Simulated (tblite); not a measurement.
# B14H14P14: the cost of one run

Computed with tblite 0.8.0 and PySCF 2.14.0 and routines of our own; the level stands in each step. Atoms count from 0.

## Step 1: The starting structure

42 atoms, charge 0, multiplicity 1; geometry from: force field, distance geometry or constructed start.

## Step 2: Geometry optimisation with GFN2-xTB

The job: settings as JSON, then the geometry in Å.

```
{"job": {"kind": "relax", "xc": "GFN2-xTB", "basis": "xTB"}, "charge": 0, "multiplicity": 1}
P     -2.406600     2.336900    -0.001600
B     -4.025500     3.271300    -0.006900
P     -5.627900     2.336400     0.001000
B     -5.633800     0.483100    -0.006200
P     -4.023300    -0.452500     0.003400
B     -2.414800     0.478200    -0.002600
P      4.031900     2.340400    -0.003300
B      2.424400     3.271400     0.001500
P      0.812800     2.336600    -0.000400
B      0.807300     0.477900     0.001600
P      2.418900    -0.452500    -0.002100
B      4.029300     0.476700    -0.000000
P     -7.247300    -0.450600     0.005000
B     -7.241700    -2.311900    -0.002700
P     -5.635300    -3.236200     0.000200
B     -4.024200    -2.310700     0.006300
P      7.253800     2.340600     0.000900
B      5.641500     3.265300    -0.001000
P      5.642000    -0.449500     0.002500
B      7.256200     0.479600     0.002700
B     -0.803000     3.272500     0.001500
P     -0.801600    -0.449800    -0.000200
B     -0.797300    -2.306700     0.006600
P      0.805900    -3.245600    -0.001500
B      2.421500    -2.308700     0.000900
P      4.025700    -3.242200     0.002500
B      5.643300    -2.309000    -0.000700
P     -2.412100    -3.240700     0.001200
H     -4.021700     4.439100    -0.002000
H     -6.844400     3.039100     0.003400
H      2.424600     4.439300    -0.001100
H     -8.458200     0.250000     0.000200
H     -8.258100    -2.896200    -0.001900
H     -5.631000    -4.642600     0.003700
H      8.467000     3.040500    -0.003300
H      5.643100     4.440900    -0.002900
H      8.265800    -0.106200    -0.004100
H     -0.799800     4.441200    -0.002600
H      0.811200    -4.645200    -0.000100
H      4.027000    -4.637900     0.001200
H      6.655700    -2.898600     0.003800
H     -2.405600    -4.646900     0.003700
```

Run with:

```bash
> OMP_NUM_THREADS=4 python large_run.py task.json out
```

One launch serves the whole session: the jobs run in the order shown.

Q: Estimate the wall time and peak memory of this first job on 4 threads of Arm Neoverse N1, shared host.

About 18 s, with a peak of 0.16 GiB.
